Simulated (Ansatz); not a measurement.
# CSTe: vertical ionisation energy

The task here is to estimate one member of a computed series from the others.

Method: unrestricted cation, the program's frozen cores in correlated methods; program: Ansatz 0.2.0, Gaussian basis.

Levels to be run: UKS PBE-D4/def2-TZVPP; UKS r2SCAN-D4/def2-TZVPP; UKS PBE0-D4/def2-TZVPP; UKS B3LYP-D4/def2-TZVPP; UKS wB97X-V/def2-TZVPP; UKS wB97M-V/def2-TZVPP; UKS B2PLYP/def2-TZVPP; UHF-CCSD(T)/def2-TZVPP; UHF-MP2/def2-QZVPP; extrapolation to the limit; then −ε(HOMO) from the neutral's earlier runs with LDA (SPW92), PBE-D4, revPBE-D4, BLYP-D4, r2SCAN-D4, B97M-V, PBE0-D4, B3LYP-D4, r2SCANh-D4, r2SCAN0-D4, HSE06-D4, BHLYP-D4, CAM-B3LYP-D4, LC-ωPBE, ωB97X-V, ωB97M-V.

1 further run of the same task is left out (for a known fault of the program).

## The geometry

An earlier PBE0-D4 in a triple-zeta def2 set relaxation fixed the geometry. Te takes the def2 core potential; no spin-orbit term is included.

SMILES `S=C=[Te]`, 3 atoms, charge 0, spin multiplicity 1.

Atoms are counted from 1 here; the program's logs count them from 0.

Bond lengths: S1–C2 1.543 Å, C2–Te3 1.901 Å. Angles: S1–C2–Te3 180.0°.

As a file:

| atom | x (Å) | y (Å) | z (Å) |
| --- | --- | --- | --- |
| S1 | 1.2974 | 0.6781 | 0.7870 |
| C2 | 0.0933 | 0.0488 | 0.0566 |
| Te3 | -1.3907 | -0.7269 | -0.8436 |

The first run:

File in.yaml:

```yaml
crystal:
  periodic: [false, false, false]
  atoms:
    - {symbol: S, position_ang: [1.297387, 0.678144, 0.787019]}
    - {symbol: C, position_ang: [0.093340, 0.048766, 0.056620]}
    - {symbol: Te, position_ang: [-1.390727, -0.726911, -0.843639]}
basis:
  gaussian: {orbitals: def2-TZVPP}
total_charge: 1
magnetization: {spin_polarized: true, initial_magnetization: 1}
hamiltonian: {xc: pbe, dispersion: d4}
```

The run is started by

```bash
> ansatz run in.yaml --threads 4 --pin off --events-out ev --progress --plain --max-ram 10444MiB
```

Steps of the session up to this table: Cation, UKS PBE-D4/def2-TZVPP; Cation, UKS r2SCAN-D4/def2-TZVPP; Cation, UKS PBE0-D4/def2-TZVPP; Cation, UKS B3LYP-D4/def2-TZVPP; Cation, UKS wB97X-V/def2-TZVPP; Cation, UKS wB97M-V/def2-TZVPP; Cation, UKS B2PLYP (frozen core)/def2-TZVPP; Cation, UHF-CCSD(T)/def2-TZVPP; Cation, UHF-MP2/def2-QZVPP.

One of the session's tables, all rows but one given; the rest of the session is left out.

It belongs to the step «Ionisation energies side by side». Orbital estimates, from the neutral's runs:

```
  functional  −ε(HOMO) (eV)
 LDA (SPW92)           6.17
      PBE-D4           6.01
   revPBE-D4           5.96
     BLYP-D4           5.81
   r2SCAN-D4           6.24
      B97M-V              ?
     PBE0-D4           6.92
    B3LYP-D4           6.70
  r2SCANh-D4           6.58
  r2SCAN0-D4           7.08
    HSE06-D4           6.54
    BHLYP-D4           7.64
CAM-B3LYP-D4           7.96
     LC-ωPBE           9.14
     ωB97X-V           8.85
     ωB97M-V           8.73
```

**Question.** Estimate the row for B97M-V.

The run gave: −ε(HOMO) (eV): 6.14. In the column «−ε(HOMO) (eV)» it lies between PBE-D4 (6.01) and LDA (SPW92) (6.17).
